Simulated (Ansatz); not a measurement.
# FGeH₅S (built from SMILES F.[SH][GeH3]): search for a transition state

Aim: find the saddle point of a four-centre ligand exchange that is to form Ge1–F7, S2–H6 and break Ge1–S2, H6–F7, prove it by its vibrations, and relax downhill on both sides to see what it joins.

The runs use Ansatz 0.2.0, Gaussian basis; PBE0-D4, def2-SVP first, then def2-TZVP.

31 further runs of the same task are left out: 31 set aside as unsound or not needed.

## 1. Where the work starts

The guess: 8 atoms, charge 0, spin multiplicity 1.

Atoms are counted from 1 here; the program's logs count them from 0.

Bond lengths: Ge1–S2 2.627 Å, Ge1–H3 1.546 Å, Ge1–H4 1.500 Å, Ge1–H5 1.497 Å, Ge1–F7 2.113 Å, S2–H8 1.329 Å. Angles: S2–Ge1–H3 92.8°, S2–Ge1–H4 113.8°, S2–Ge1–H5 111.7°, S2–Ge1–F7 71.2°, H3–Ge1–H4 106.0°, H3–Ge1–H5 106.8°, H3–Ge1–F7 163.9°, H4–Ge1–H5 121.3°, H4–Ge1–F7 80.2°, H5–Ge1–F7 81.3°, Ge1–S2–H8 91.8°.

Coordinates:

```xyz
8
charge 0, multiplicity 1
Ge   -0.4296   -0.3025   -0.7466
S     1.4596   -0.3725    1.0770
H     0.4440   -1.0392   -1.7881
H    -0.6776    1.0660   -1.3092
H    -1.5623   -1.2189   -0.4049
H    -0.0842    0.4115    1.5301
F    -1.1226    0.6791    0.9914
H     1.9727    0.7765    0.6503
```

Distances that are to change: Ge1–F7 2.11 Å, S2–H6 1.79 Å, Ge1–S2 2.63 Å, H6–F7 1.20 Å.

## 2. Relaxing the guess with the reacting distances held

hold/in.yaml reads:

```yaml
crystal:
  periodic: [false, false, false]
  atoms:
    - {symbol: Ge, position_ang: [-0.429600, -0.302500, -0.746600]}
    - {symbol: S, position_ang: [1.459600, -0.372500, 1.077000]}
    - {symbol: H, position_ang: [0.444000, -1.039200, -1.788100]}
    - {symbol: H, position_ang: [-0.677600, 1.066000, -1.309200]}
    - {symbol: H, position_ang: [-1.562300, -1.218900, -0.404900]}
    - {symbol: H, position_ang: [-0.084200, 0.411500, 1.530100]}
    - {symbol: F, position_ang: [-1.122600, 0.679100, 0.991400]}
    - {symbol: H, position_ang: [1.972700, 0.776500, 0.650300]}
basis:
  gaussian: {orbitals: def2-SVP}
hamiltonian: {xc: pbe0, dispersion: d4}
relax: {f_tol: 0.08, max_steps: 120, escape_saddle: false, constraints: [{distance: [0, 6]}, {distance: [1, 5]}, {distance: [0, 1]}, {distance: [5, 6]}]}
```

No record of the launch command was kept for these runs.

Further steps of the session: Saddle search in the small basis; Saddle search in triple zeta; Vibrations at the point found; Relaxing after a step of 0.30 Å one way along the mode; Relaxing after a step of 0.30 Å the other way along the mode.

What does the calculation give? Wanted: imaginary mode; barrier from the start side; barrier from the end side; energy of the step; pairs that change; zero-point energy at the saddle.

The runs gave:

| quantity | value |
| --- | --- |
| imaginary mode | 663i cm⁻¹ |
| barrier from the start side | 1.354 eV |
| barrier from the end side | 1.260 eV |
| energy of the step | +0.094 eV |
| pairs that change | Ge1–F7 formed, S2–H6 formed, Ge1–S2 broken, H6–F7 broken |
| zero-point energy at the saddle | 1.117 eV |

**Reading.** One imaginary mode, 663i cm⁻¹, makes this a first-order saddle. It joins the planned start and end. At PBE0-D4/def2-TZVP the electronic barrier is 1.354 eV, about 53 kT at 298 K, and the step runs 0.094 eV uphill. A step off the saddle overshot and began above it in energy, so the link to its end is likely but not proven. The ends are the nearest minima, not always the lowest complexes.
